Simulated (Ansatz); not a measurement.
# LaSi3Ru: the cost of one run

Computed with Ansatz 0.2.0 through its Python package. Level of theory: DFT LDA, plane waves, PAW.

### 1 The system

The structure is tetragonal, space group I4mm (No. 107). The conventional cell has a = 4.265 Å, b = 4.265 Å, c = 9.964 Å, α = 90.00°, β = 90.00°, γ = 90.00°. La (site symmetry 4mm) is surrounded by 12 Si at 3.12 to 3.37 Å and 5 Ru at 3.39 to 3.42 Å. Si (site symmetry 4mm) is surrounded by 1 Ru at 2.37 Å and 4 Si at 2.65 Å and 4 La at 3.12 Å. Si (site symmetry 2mm) is surrounded by 2 Ru at 2.38 Å and 2 Si at 2.65 Å and 4 La at 3.19 to 3.37 Å. Ru (site symmetry 4mm) is surrounded by 5 Si at 2.37 to 2.38 Å.

No structure file is read: the coordinates are typed or built in the script.

### 2 Script

pdos_lasi3ru.py

```python
"""Projected density of states of LaSi3Ru."""

import ansatz as az
import matplotlib.pyplot as plt
import numpy as np

config = {
    "filling": "fermi_dirac",
    "sigma": 0.05,
    "kmesh": (9, 9, 9),
    "functional": "LDA",
    "scf_tol": 1e-10,
    "extra_bands": 16,
}

system = (
    az.Lattice.from_parameters(4.265457, 4.265457, 9.964465, alpha=90, beta=90, gamma=90)
    .space_group(107, hermann_mauguin="I4mm")
    .atom("La", [0.5, 0.5, 0.499294])
    .atom("Si", [0.0, 0.0, 0.417728])
    .atom("Si", [0.5, 0.0, 0.260665])
    .atom("Ru", [0.5, 0.5, 0.15565])
    .primitive()
)

calc = (
    system.calculation()
    .occupations(config["filling"], width=config["sigma"])
    .kpoints(mesh=config["kmesh"], center="gamma")
    .functional(config["functional"])
    .scf(tolerance=config["scf_tol"])
    .scf(extra_bands=config["extra_bands"])
    .density_of_states(projected=True, energy_step=0.05)
)
history = []
done = calc.session().plan().execute(on_event=lambda event: history.append(event["data"]["dr2_ev"]) if event["event"] == "scf_iter" else None)
r = done.report
print("density residual by iteration (eV):", " ".join(f"{value:.1e}" for value in history[:40]))

dos = done.density_of_states()
energy = np.asarray(dos.energies_ev) - dos.fermi_ev
curves = {}
for site in done.projected_density_of_states().sites:
    for shell in site.shells:
        weight = sum(np.sum(curve.g_bin_mean_per_ev, axis=0) for curve in shell.curves)
        name = f"{site.species} {shell.label}"
        curves[name] = curves.get(name, 0) + weight

window = (energy > -10) & (energy < 4)
fig, ax = plt.subplots(figsize=(5.5, 3.5))
for name, g in curves.items():
    if g[window].max() > 0.05:
        ax.plot(energy[window], g[window], label=name, lw=1)
        print(f"{name:8s} peak {g[window].max():7.3f} states/eV at {energy[window][g[window].argmax()]:6.2f} eV")
ax.set(xlabel="E - E_F (eV)", ylabel="states/eV")
ax.legend(fontsize=7)
fig.tight_layout()
fig.savefig("pdos.png", dpi=100)
```

### 3 The calls as engine input

The engine receives this input:

```yaml
crystal:
  lattice:
    a: 4.265457
    b: 4.265457
    c: 9.964465
    alpha: 90.0
    beta: 90.0
    gamma: 90.0
  space_group: 107
  setting:
    hermann_mauguin: I4mm
  atoms:
    - { symbol: La, position: [0.5, 0.5, 0.499294] }
    - { symbol: Si, position: [0.0, 0.0, 0.417728] }
    - { symbol: Si, position: [0.5, 0.0, 0.260665] }
    - { symbol: Ru, position: [0.5, 0.5, 0.15565] }
  reduce_to_primitive: true
kpoints:
  mp_grid:
    grid: [9, 9, 9]
    shift: [0.0, 0.0, 0.0]
hamiltonian:
  xc: lda
scf:
  n_extra_bands: 16
  convergence:
    dr2_threshold: 1.0e-10
  occupations:
    method: fermi_dirac
    width: 0.05
output:
  dos:
    de: 0.05
    projected: true
```

### 4 Running it

Launch:

```sh
python pdos_lasi3ru.py
```

Q: Estimate wall time and peak memory on 1 thread of Arm Neoverse V2, shared host.

About 27 s, with a peak of 0.56 GiB.
